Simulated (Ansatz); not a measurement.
# Si2H6O2: one species, many methods

One table from this session's results is given with a row withheld; the runs are named, their logs left out.

Computed with Ansatz 0.2.0, Gaussian basis. Level: functionals in def2-TZVPP, the program's frozen cores in correlated methods.

Levels to be run: PBE-D4, r2SCAN-D4, PBE0-D4, B3LYP-D4, ωB97X-V, ωB97M-V, B2PLYP; CCSD(T)/def2-TZVPP; MP2/def2-QZVPP; extrapolation to the limit.

## Structure used throughout

The geometry comes from an earlier relaxation with PBE0-D4 in a triple-zeta def2 set; it is a stationary point, not always the lowest conformer.

10 atoms, charge 0, spin multiplicity 1.

Atoms are counted from 1 here; the program's logs count them from 0.

Bond lengths: O1–Si2 1.656 Å, O1–H5 0.958 Å, Si2–Si3 2.357 Å, Si2–H6 1.487 Å, Si2–H7 1.494 Å, Si3–O4 1.656 Å, Si3–H8 1.494 Å, Si3–H9 1.487 Å, O4–H10 0.958 Å. Angles: Si2–O1–H5 117.4°, O1–Si2–Si3 112.1°, O1–Si2–H6 105.4°, O1–Si2–H7 111.3°, Si3–Si2–H6 110.5°, Si3–Si2–H7 109.5°, H6–Si2–H7 107.9°, Si2–Si3–O4 112.1°, Si2–Si3–H8 109.5°, Si2–Si3–H9 110.5°, O4–Si3–H8 111.3°, O4–Si3–H9 105.4°, H8–Si3–H9 107.9°, Si3–O4–H10 117.4°.

Set-up of the first run:

Input file in.yaml:

```yaml
crystal:
  periodic: [false, false, false]
  atoms:
    - {symbol: O, position_ang: [-1.023296, 1.887703, 1.028973]}
    - {symbol: Si, position_ang: [0.114265, 0.686027, 0.959717]}
    - {symbol: Si, position_ang: [-0.148597, -0.673557, -0.947656]}
    - {symbol: O, position_ang: [0.987189, -1.877026, -1.014932]}
    - {symbol: H, position_ang: [-1.013310, 2.545515, 0.332765]}
    - {symbol: H, position_ang: [-0.079116, -0.112876, 2.199126]}
    - {symbol: H, position_ang: [1.498307, 1.246656, 0.986256]}
    - {symbol: H, position_ang: [-1.533510, -1.231972, -0.975518]}
    - {symbol: H, position_ang: [0.047474, 0.124336, -2.187284]}
    - {symbol: H, position_ang: [0.975695, -2.534104, -0.318049]}
basis:
  gaussian: {orbitals: def2-TZVPP}
hamiltonian: {xc: pbe, dispersion: d4}
output: {forces: true, orbitals: {seedname: orbitals}}
```

Among the steps run: PBE-D4 (GGA); r2SCAN-D4 (meta-GGA); PBE0-D4 (hybrid); B3LYP-D4 (hybrid); ωB97X-V (range-separated); ωB97M-V (range-separated); B2PLYP (double hybrid); CCSD(T) in def2-TZVPP; MP2 in def2-QZVPP.

One table of the session follows, with a row left open; its other results are not shown here.

| method | atomisation energy (kcal/mol) |
| --- | --- |
| PBE-D4 | ? |
| r2SCAN-D4 | 804.3 |
| PBE0-D4 | 791.9 |
| B3LYP-D4 | 802.0 |
| ωB97X-V | 809.5 |
| ωB97M-V | 805.8 |
| B2PLYP | 794.4 |
| HF/def2-TZVPP | 583.6 |
| MP2/def2-TZVPP | 794.0 |
| CCSD/def2-TZVPP | 775.3 |
| CCSD(T)/def2-TZVPP | 785.0 |
| MP2/CBS | 819.0 |
| CCSD(T)/CBS | 810.0 |

Q: Estimate the row for PBE-D4 from the others.

As computed: atomisation energy (kcal/mol): 804.1. In the column «atomisation energy (kcal/mol)» it lies between B3LYP-D4 (802.0) and r2SCAN-D4 (804.3).

Limits of these values: Free atoms (2 O, 2 Si, 6 H) were run apart at each level; the atomisation energy is their sum less the molecule, without zero-point or spin-orbit terms.
